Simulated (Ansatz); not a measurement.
**H₅KNSi, charge +1: a pair, distance and slip**

How does the energy of H5KNSi, charge +1 change over two coordinates at once? A grid of runs gives the map.

Computed with Ansatz 0.2.0. Level: RHF/def2-SVPD.

**1. The starting structure**

8 atoms, charge 1, spin multiplicity 1.

Atoms are counted from 1 here; the program's logs count them from 0.

Bond lengths: K1–Si2 3.693 Å, K1–N3 2.802 Å, Si2–N3 1.804 Å, Si2–H4 1.500 Å, Si2–H5 1.503 Å, Si2–H6 1.497 Å, N3–H7 1.028 Å, N3–H8 1.028 Å. Angles: Si2–K1–N3 28.2°, K1–Si2–N3 47.3°, K1–Si2–H4 82.2°, K1–Si2–H5 74.1°, K1–Si2–H6 161.1°, N3–Si2–H4 104.8°, N3–Si2–H5 104.6°, N3–Si2–H6 114.8°, H4–Si2–H5 109.7°, H4–Si2–H6 111.6°, H5–Si2–H6 110.9°, K1–N3–Si2 104.5°, K1–N3–H7 110.1°, K1–N3–H8 112.6°, Si2–N3–H7 112.4°, Si2–N3–H8 112.0°, H7–N3–H8 105.4°.

As a file:

```xyz
8
charge 1, multiplicity 1
K     2.1780    0.8708   -1.7726
Si   -0.9312   -0.1466   -0.0590
N     0.7786    0.0051    0.4951
H    -1.3428    1.2507   -0.4169
H    -0.8539   -0.9868   -1.3029
H    -1.8629   -0.7565    0.9412
H     1.1631   -0.8893    0.8267
H     0.8711    0.6526    1.2883
```

This geometry comes from a loose relaxation at PBE in a small basis, which is not shown.

**5. The grid**

The axes are (1) separation of N3 and K1 along their line in the relaxed pair: 15 values from 2.417 to 5.017 Å; (2) sideways slip of K1: 15 values from −1.500 Å.

Nothing else is relaxed (both partners rigid). Energies count from the ion and the molecule far apart, frozen as in the relaxed pair, each in its own basis (no counterpoise correction). Points are written as (first, second).

(The set-up runs are not shown.)

**6. Grid point (4.512 Å, 0.643 Å)**

input.yaml

```yaml
crystal:
  periodic: [false, false, false]
  atoms:
    - { symbol: K, position_ang: [2.731965, 1.604496, -3.311032] }
    - { symbol: Si, position_ang: [-0.9562, -0.157318, -0.050271] }
    - { symbol: "N", position_ang: [0.745718, -0.017038, 0.456864] }
    - { symbol: H, position_ang: [-1.362875, 1.204079, -0.464377] }
    - { symbol: H, position_ang: [-0.951076, -1.066084, -1.218292] }
    - { symbol: H, position_ang: [-1.841243, -0.670221, 1.011329] }
    - { symbol: H, position_ang: [1.146631, -0.897978, 0.735396] }
    - { symbol: H, position_ang: [0.873034, 0.606253, 1.237678] }
total_charge: 1
basis:
  gaussian: { orbitals: def2-SVPD }
hamiltonian:
  xc: hf
output:
  forces: true
```

Run with:

```console
> ansatz run input.yaml --threads 1 --pin off --max-ram 2560MiB --backend cpu --events-out ev --progress --plain --runs-dir out
```

Further runs follow: the other points that were computed.

What does the calculation give? Wanted: lowest point; highest computed point; largest force on an atom.

**Answer**, as computed:

| quantity | value |
| --- | --- |
| lowest point | (2.867 Å, 0.000 Å), −0.708 eV |
| highest computed point | (5.017 Å, −1.500 Å), 0.516 eV above the lowest |
| largest force on an atom (eV/Å) | 0.02 at (2.867 Å, 0.000 Å) to 2.02 at (2.417 Å, 0.000 Å); 0.02 at the lowest point |
| time for the whole task | 16 min on 1 thread, shared host |

In words: The lowest computed point is at (2.867 Å, 0.000 Å), −0.708 eV from the ion and the molecule far apart, frozen as in the relaxed pair, each in its own basis (no counterpoise correction). No other kind of well shows on this grid. The highest computed point, (5.017 Å, −1.500 Å), lies 0.516 eV above the lowest. Round the minimum the two coordinates are nearly uncoupled. No counterpoise correction was made, so wells between separate parts tend to come out somewhat too deep.
